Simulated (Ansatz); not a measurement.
# C₂H₃Cl₃Si: how energies converge with the basis set

An exercise on one series of results from a longer session: the logs are not shown, and one member is left open.

Method: one geometry, several basis sets; program: Ansatz 0.2.0, Gaussian basis.

Plan: PBE0-D4/def2-SVP; ωB97M-V/def2-SVP; PBE0-D4/def2-QZVPP; ωB97M-V/def2-QZVPP; the functionals' def2-TZVPP values are taken from earlier runs.

## Structure used throughout

The geometry comes from an earlier relaxation with PBE0-D4 in a triple-zeta def2 set; it is a stationary point, not always the lowest conformer.

9 atoms, charge 0, spin multiplicity 1.

Atoms are counted from 1 here; the program's logs count them from 0.

Bond lengths: C1–C2 1.329 Å, C1–H7 1.086 Å, C1–H8 1.085 Å, C2–Si3 1.836 Å, C2–H9 1.088 Å, Si3–Cl4 2.036 Å, Si3–Cl5 2.037 Å, Si3–Cl6 2.037 Å. Angles: C2–C1–H7 121.6°, C2–C1–H8 121.8°, H7–C1–H8 116.5°, C1–C2–Si3 123.8°, C1–C2–H9 119.4°, Si3–C2–H9 116.7°, C2–Si3–Cl4 110.9°, C2–Si3–Cl5 110.3°, C2–Si3–Cl6 110.3°, Cl4–Si3–Cl5 108.8°, Cl4–Si3–Cl6 108.8°, Cl5–Si3–Cl6 107.7°.

The first run:

in.yaml reads:

```yaml
crystal:
  periodic: [false, false, false]
  atoms:
    - {symbol: C, position_ang: [-0.472610, -0.383942, 1.480974]}
    - {symbol: C, position_ang: [0.370425, 0.212241, 0.644617]}
    - {symbol: Si, position_ang: [0.200871, 0.167144, -1.183365]}
    - {symbol: Cl, position_ang: [-1.437071, -0.908973, -1.735762]}
    - {symbol: Cl, position_ang: [1.853143, -0.675510, -2.026103]}
    - {symbol: Cl, position_ang: [0.023644, 2.056734, -1.923844]}
    - {symbol: H, position_ang: [-0.337853, -0.334022, 2.557140]}
    - {symbol: H, position_ang: [-1.330523, -0.945376, 1.125182]}
    - {symbol: H, position_ang: [1.218474, 0.765406, 1.043964]}
basis:
  gaussian: {orbitals: def2-SVP}
hamiltonian: {xc: pbe0, dispersion: d4}
output: {orbitals: {seedname: orbitals}}
```

On the command line:

```
$ ansatz run in.yaml --threads 4 --pin off --events-out ev --progress --plain --max-ram 10444MiB
```

Among the steps run: PBE0-D4 in def2-SVP; ωB97M-V in def2-SVP; PBE0-D4 in def2-QZVPP; ωB97M-V in def2-QZVPP.

One of the session's tables, all rows but one given; the rest of the session is left out.

It belongs to the step «Density functionals: the series». 

```
functional       basis  HOMO (eV)
   PBE0-D4    def2-SVP      -8.58
   PBE0-D4  def2-TZVPP      -8.62
   PBE0-D4  def2-QZVPP      -8.65
   ωB97M-V    def2-SVP     -10.79
   ωB97M-V  def2-TZVPP     -10.86
   ωB97M-V  def2-QZVPP          ?
```

Estimate the missing values for ωB97M-V, def2-QZVPP.

As computed: HOMO (eV): -10.88. In the column «HOMO (eV)» it is the lowest.
